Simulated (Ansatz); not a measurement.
# AsH3OSe (SMILES [AsH2]O[SeH]): functionals against CCSD(T) at one geometry

A test off equilibrium: a structure displaced at random from a GFN2-xTB minimum is computed at several levels, and each is set against CCSD(T).

Method: single points in def2-TZVPP; program: Ansatz 0.2.0, Gaussian basis.

Cores are frozen in the correlated methods. Filled d shells of the heavier atoms are correlated. B3LYP uses VWN-RPA correlation.

## 1. The starting structure

SMILES `[AsH2]O[SeH]`, 6 atoms, charge 0, spin multiplicity 1.

Atoms are counted from 1 here; the program's logs count them from 0.

Bond lengths: As1–O2 1.879 Å, As1–H4 1.597 Å, As1–H5 1.433 Å, O2–Se3 1.750 Å, Se3–H6 1.741 Å. Angles: O2–As1–H4 96.5°, O2–As1–H5 91.3°, H4–As1–H5 94.4°, As1–O2–Se3 119.1°, O2–Se3–H6 100.4°.

Geometry (Å):

```xyz
6
AsH3OSe
As   -0.41760    0.14700   -1.33340
O     0.13430   -0.89930    0.12710
Se    1.70990   -0.61340    0.83260
H    -1.78900   -0.62530   -1.60280
H    -1.00870    1.11640   -0.45860
H     1.28690    0.49040    2.11050
```

## 2. CCSD(T)/def2-TZVPP

Input file run/in.yaml:

```yaml
crystal:
  periodic: [false, false, false]
  atoms:
    - {symbol: As, position_ang: [-0.417600, 0.147000, -1.333400]}
    - {symbol: O, position_ang: [0.134300, -0.899300, 0.127100]}
    - {symbol: Se, position_ang: [1.709900, -0.613400, 0.832600]}
    - {symbol: H, position_ang: [-1.789000, -0.625300, -1.602800]}
    - {symbol: H, position_ang: [-1.008700, 1.116400, -0.458600]}
    - {symbol: H, position_ang: [1.286900, 0.490400, 2.110500]}
basis:
  gaussian: {orbitals: def2-TZVPP}
correlation: {method: ccsd_t}
output: {forces: true}
```

No record of the launch command was kept for these runs.

## 3. PBE0-D4/def2-TZVPP

run/in.yaml: that of step 2 with these lines changed.

```diff
@@ -11,3 +11,3 @@
   gaussian: {orbitals: def2-TZVPP}
-correlation: {method: ccsd_t}
-output: {forces: true}
+hamiltonian: {xc: pbe0, dispersion: d4}
+output: {forces: true, orbitals: {seedname: orbitals}}
```

## 4. wB97M-V/def2-TZVPP

run/in.yaml: that of step 3 with these lines changed.

```diff
@@ -11,3 +11,3 @@
   gaussian: {orbitals: def2-TZVPP}
-hamiltonian: {xc: pbe0, dispersion: d4}
-output: {forces: true, orbitals: {seedname: orbitals}}
+hamiltonian: {xc: {name: wB97M-V}}
+output: {forces: true}
```

## 5. r2SCAN-D4/def2-TZVPP

run/in.yaml: that of step 4 with these lines changed.

```diff
@@ -11,3 +11,3 @@
   gaussian: {orbitals: def2-TZVPP}
-hamiltonian: {xc: {name: wB97M-V}}
+hamiltonian: {xc: r2scan, dispersion: d4}
 output: {forces: true}
```

## 6. PBE-D4/def2-TZVPP

run/in.yaml: that of step 5 with these lines changed.

```diff
@@ -11,3 +11,3 @@
   gaussian: {orbitals: def2-TZVPP}
-hamiltonian: {xc: r2scan, dispersion: d4}
+hamiltonian: {xc: pbe, dispersion: d4}
 output: {forces: true}
```

## 7. SPW92/def2-TZVPP

run/in.yaml: that of step 6 with these lines changed.

```diff
@@ -11,3 +11,3 @@
   gaussian: {orbitals: def2-TZVPP}
-hamiltonian: {xc: pbe, dispersion: d4}
+hamiltonian: {xc: lda}
 output: {forces: true}
```

## 8. B3LYP-D4/def2-TZVPP

run/in.yaml: that of step 7 with these lines changed.

```diff
@@ -11,3 +11,3 @@
   gaussian: {orbitals: def2-TZVPP}
-hamiltonian: {xc: lda}
+hamiltonian: {xc: {name: B3LYP}, dispersion: d4}
 output: {forces: true}
```

(Steps that only read results are left out.)

Q: Predict the outcome of this session. Wanted: energy less free atoms, CCSD(T)/def2-TZVPP; RMS force component; RMS force error; HOMO and LUMO, PBE0-D4; T1 diagnostic.

**Answer**, as computed:

```
                                  quantity                                                                                          value
energy less free atoms, CCSD(T)/def2-TZVPP                                                                                 -1354.6 kJ/mol
                       RMS force component                                                           1.193 to 1.314 eV/Å over the methods
                           RMS force error  PBE0-D4 0.130, wB97M-V 0.091, r2SCAN-D4 0.127, PBE-D4 0.317, SPW92 0.244, B3LYP-D4 0.137 eV/Å
                    HOMO and LUMO, PBE0-D4                                                                             -6.50 and -1.68 eV
                             T1 diagnostic                                                                                          0.013
```

What this shows: Against CCSD(T) the functionals' energies less atoms differ by -391.9 to -30.3 kJ/mol, PBE-D4 by -113.2 kJ/mol. A larger basis would deepen the CCSD(T) value, while the functionals are nearly converged already, so the order here is not reliable. For forces wB97M-V does best and PBE-D4 worst. Frozen-core CCSD(T) forces in triple zeta carry basis errors of their own, and this is one geometry, so small gaps rank nothing.
